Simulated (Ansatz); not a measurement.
# Ba2Tl5V3O12 in Ansatz: convergence with k mesh

Input of the first run (k mesh 1 × 1 × 2); the others differ in this setting and in those tied to it:

File input.yaml:

```yaml
crystal:
  lattice:
    - [10.97457, 0.0, 0.0]
    - [0.0, 10.97457, 0.0]
    - [0.0, 0.0, 6.604]
  atoms:
    - { symbol: Ba, position: [0.0, 0.5, 0.0] }
    - { symbol: Ba, position: [0.5, 0.0, 0.0] }
    - { symbol: V, position: [0.5, 0.5, 0.0], spin: 2.0 }
    - { symbol: V, position: [0.5, 0.0, 0.5], spin: 2.0 }
    - { symbol: V, position: [0.0, 0.5, 0.5], spin: 2.0 }
    - { symbol: Tl, position: [0.5, 0.5, 0.5] }
    - { symbol: Tl, position: [0.7126, 0.2874, 0.40228] }
    - { symbol: Tl, position: [0.2874, 0.7126, 0.40228] }
    - { symbol: Tl, position: [0.7126, 0.7126, 0.59772] }
    - { symbol: Tl, position: [0.2874, 0.2874, 0.59772] }
    - { symbol: O, position: [0.41064, 0.58936, 0.1577] }
    - { symbol: O, position: [0.58936, 0.41064, 0.1577] }
    - { symbol: O, position: [0.58936, 0.58936, 0.8423] }
    - { symbol: O, position: [0.41064, 0.41064, 0.8423] }
    - { symbol: O, position: [0.58661, 0.0857, 0.33378] }
    - { symbol: O, position: [0.41339, 0.0857, 0.66622] }
    - { symbol: O, position: [0.58661, 0.9143, 0.66622] }
    - { symbol: O, position: [0.41339, 0.9143, 0.33378] }
    - { symbol: O, position: [0.0857, 0.58661, 0.33378] }
    - { symbol: O, position: [0.0857, 0.41339, 0.66622] }
    - { symbol: O, position: [0.9143, 0.58661, 0.66622] }
    - { symbol: O, position: [0.9143, 0.41339, 0.33378] }
hamiltonian:
  xc: pbe
  pseudopotentials: { kind: paw }
magnetization:
  spin_polarized: true
kpoints:
  mp_grid: { grid: [1, 1, 2] }
scf:
  occupations: { method: fermi_dirac, width: 0.05 }
output:
  forces: true
  stress: true
  eigenvalues: true
```

Potentials or basis: Ansatz PAW.

The run is started by

```bash
$ ansatz run input.yaml --threads 8 --pin off --max-ram 20480MiB --backend cpu --events-out ev --progress --plain --runs-dir out
```

The cell was built by a generator and needn't be a form met in nature.

Hardware: 8 threads of Arm Neoverse V1, on a shared host.

The values tried are 1 × 1 × 2, 2 × 2 × 2, 2 × 2 × 3, 3 × 3 × 4, 3 × 3 × 5, 4 × 4 × 6, 4 × 4 × 7, loosest first. From which on does the largest force stay within 0.005 eV/Å of the tightest run that finished?

From 2 × 2 × 2 on.

```csv
k mesh,"energy less the tightest run, at zero smearing (meV/atom)",largest force (eV/Å),gap on the mesh (eV),SCF cycles,CPU time (s),peak memory (GiB)
1 × 1 × 2,0.60,0.021,2.787,15,61,1.9
2 × 2 × 2,0.53,0.006,2.499,15,160,3.5
2 × 2 × 3,-0.01,0.004,2.603,16,270,3.5
3 × 3 × 4,0.00,0.004,2.569,16,470,3.9
3 × 3 × 5,0.02,0.004,2.611,16,500,3.9
4 × 4 × 6,0.01,0.004,2.499,15,1200,5.4
4 × 4 × 7,0.00,0.004,2.520,16,1300,5.5
```

Against the tightest run, the energy stays within 1 meV/atom from 1 × 1 × 2 on. Not settled before the last step: the gap on the mesh (to 0.01 eV). Meshes of other sizes hit other points, so gaps and Fermi surfaces needn't settle smoothly. The tightest run that finished is the yardstick and may itself not be fully converged.

Caveat, for the tightest run too: odd divisions of the mesh miss points on the zone boundary, where band edges often lie, so the gap on the mesh can be too wide; spin-orbit coupling is left out, which as a rule narrows the gap of such compounds by several tenths of an eV; the starting moments weren't kept.
